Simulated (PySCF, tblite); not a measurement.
# C5H14BNSi: geometry, infrared bands and NMR shifts

Aim: predict the infrared bands and NMR shifts of C5H14BNSi (`C=CCNB(C)[SiH2]C`).

Programs: tblite 0.8.0 and PySCF 2.14.0, with density-fitted response routines of our own. Each step states its level of theory. These are calculated values for one molecule in the gas phase, unless marked as measured. Atoms count from 0, in the outputs and in this text.

## Step 1: Starting geometry

22 atoms, charge 0, multiplicity 1; geometry from: force field or distance geometry start.

Bonds of the start (Å): C0–C1 1.36, C1–C2 1.49, C2–N3 1.45, N3–B4 1.51, B4–C5 1.60, B4–Si6 1.94, Si6–C7 1.85, C0–H8 1.07, C0–H9 1.11, C1–H10 1.08, C2–H11 1.12, C2–H12 1.09, N3–H13 1.04, C5–H14 1.09, C5–H15 1.08, C5–H16 1.13, Si6–H17 1.49, Si6–H18 1.46, C7–H19 1.13, C7–H20 1.10, C7–H21 1.12.

## Step 2: Relaxing the molecule with GFN2-xTB

What the job is given:

```
{"job": {"kind": "relax", "xc": "GFN2-xTB", "basis": "xTB"}, "charge": 0, "multiplicity": 1}
C      3.565400    -1.254700    -0.196700
C      2.922900    -0.071400    -0.415600
C      1.490900    -0.050300    -0.811200
N      0.795200     0.694600     0.213700
B     -0.693100     0.812200    -0.025500
C     -1.214500     2.243800    -0.506300
Si    -1.903800    -0.162500     1.128400
C     -2.803000    -1.526200     0.255000
H      4.589700    -1.317600     0.097000
H      2.923200    -2.145300    -0.344400
H      3.506700     0.827900    -0.268300
H      1.358300     0.451900    -1.806200
H      1.165700    -1.084300    -0.925100
H      1.026900     0.366900     1.174400
H     -2.256200     2.431100    -0.226100
H     -1.104700     2.375100    -1.576700
H     -0.522100     2.971500     0.003600
H     -1.110900    -0.804600     2.213000
H     -2.828000     0.763100     1.783300
H     -2.365600    -2.524300     0.550700
H     -2.662900    -1.418000    -0.826400
H     -3.890500    -1.559600     0.508400
```

Started as:

```
$ OMP_NUM_THREADS=1 python probes_run.py task.json out
```

The driver reads the jobs from task.json and runs them one after another.

**Question.** This job is followed by: GFN2-xTB harmonic vibrations, gas phase; GIAO PBE0/pcSseg-1 NMR shielding, non-relativistic, gas phase. What will the session give for the following? strongest single infrared mode (GFN2-xTB); zero-point energy (GFN2-xTB); ¹³C shifts against TMS (PBE0/pcSseg-1); ¹H shifts against TMS (PBE0/pcSseg-1, means over atoms taken as alike); ¹⁵N shifts against NH3 (PBE0/pcSseg-1); ¹¹B shifts against BF3·OEt2 (PBE0/pcSseg-1); ²⁹Si shifts against TMS (PBE0/pcSseg-1).

The runs gave:

| quantity | value |
| --- | --- |
| strongest single infrared mode (GFN2-xTB) | 2098 cm⁻¹, 478 km/mol |
| zero-point energy (GFN2-xTB) | 112.8 kcal/mol |
| ¹³C shifts against TMS (PBE0/pcSseg-1) | 148.0, 123.0, 53.9, 4.8, -8.8 ppm |
| ¹H shifts against TMS (PBE0/pcSseg-1, means over atoms taken as alike) | 6.05, 5.49, 5.38, 4.60, 3.90, 3.79, 0.58, 0.02 ppm |
| ¹⁵N shifts against NH3 (PBE0/pcSseg-1) | 159.9 ppm |
| ¹¹B shifts against BF3·OEt2 (PBE0/pcSseg-1) | 46.3 ppm |
| ²⁹Si shifts against TMS (PBE0/pcSseg-1) | -77.4 ppm |

In words: Over 179 steps the energy fell by 1.752 eV; of the close pairs, N3–B4 changed most, 1.512 to 1.385 Å. The lowest mode is imaginary (21i cm⁻¹), so the xTB geometry is not a minimum. The strongest single mode, at 2098 cm⁻¹, moves mainly H17. Unscaled tight-binding wavenumbers are off by several per cent, some by more. Its intensities can rank the bands wrongly. At PBE0/pcSseg-1: The widest tensor belongs to C1: span 231 ppm, with a paramagnetic part of -218 ppm.
